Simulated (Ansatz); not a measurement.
**F2HInS: how energies converge with the basis set**

How large a basis does F2HInS need? Two functionals are run in growing sets.

Method: one geometry, several basis sets; program: Ansatz 0.2.0, Gaussian basis.

Plan: PBE0-D4/def2-SVP; ωB97M-V/def2-SVP; PBE0-D4/def2-QZVPP; ωB97M-V/def2-QZVPP; the functionals' def2-TZVPP values are taken from earlier runs.

**1. The geometry**

The geometry comes from an earlier relaxation with PBE0-D4 in a triple-zeta def2 set; it is a stationary point. In takes the def2 core potential; no spin-orbit term is included.

SMILES `[F][In]([F])[SH]`, 5 atoms, charge 0, spin multiplicity 1.

Atoms are counted from 1 here; the program's logs count them from 0.

Bond lengths: F1–In2 1.934 Å, In2–F3 1.929 Å, In2–S4 2.341 Å, S4–H5 1.346 Å. Angles: F1–In2–F3 112.0°, F1–In2–S4 123.0°, F3–In2–S4 125.0°, In2–S4–H5 91.7°.

**2. PBE0-D4 in def2-SVP**

in.yaml

```yaml
crystal:
  periodic: [false, false, false]
  atoms:
    - {symbol: F, position_ang: [-0.708491, -1.365438, 1.376416]}
    - {symbol: In, position_ang: [0.431904, -0.375081, 0.168715]}
    - {symbol: F, position_ang: [2.242133, -1.042414, 0.173969]}
    - {symbol: S, position_ang: [-0.335416, 1.415990, -1.128087]}
    - {symbol: H, position_ang: [-1.580330, 1.293142, -0.632413]}
basis:
  gaussian: {orbitals: def2-SVP}
hamiltonian: {xc: pbe0, dispersion: d4}
output: {orbitals: {seedname: orbitals}}
```

Run with:

```sh
ansatz run in.yaml --threads 4 --pin off --events-out ev --progress --plain --max-ram 10444MiB
```

The runs that follow: ωB97M-V in def2-SVP; PBE0-D4 in def2-QZVPP; ωB97M-V in def2-QZVPP.

**Question.** What will the summary of the whole plan be? Wanted: PBE0-D4: double and triple zeta above quadruple; ωB97M-V: double and triple zeta above quadruple.

The runs gave:

| quantity | value |
| --- | --- |
| PBE0-D4: double and triple zeta above quadruple | 11.82, 0.71 eV |
| ωB97M-V: double and triple zeta above quadruple | 11.91, 0.67 eV |

What this shows: PBE0-D4 gains 11.11 eV from double to triple zeta, then 0.71 eV more. Total energies overstate the basis error of differences, where much of it tends to cancel.
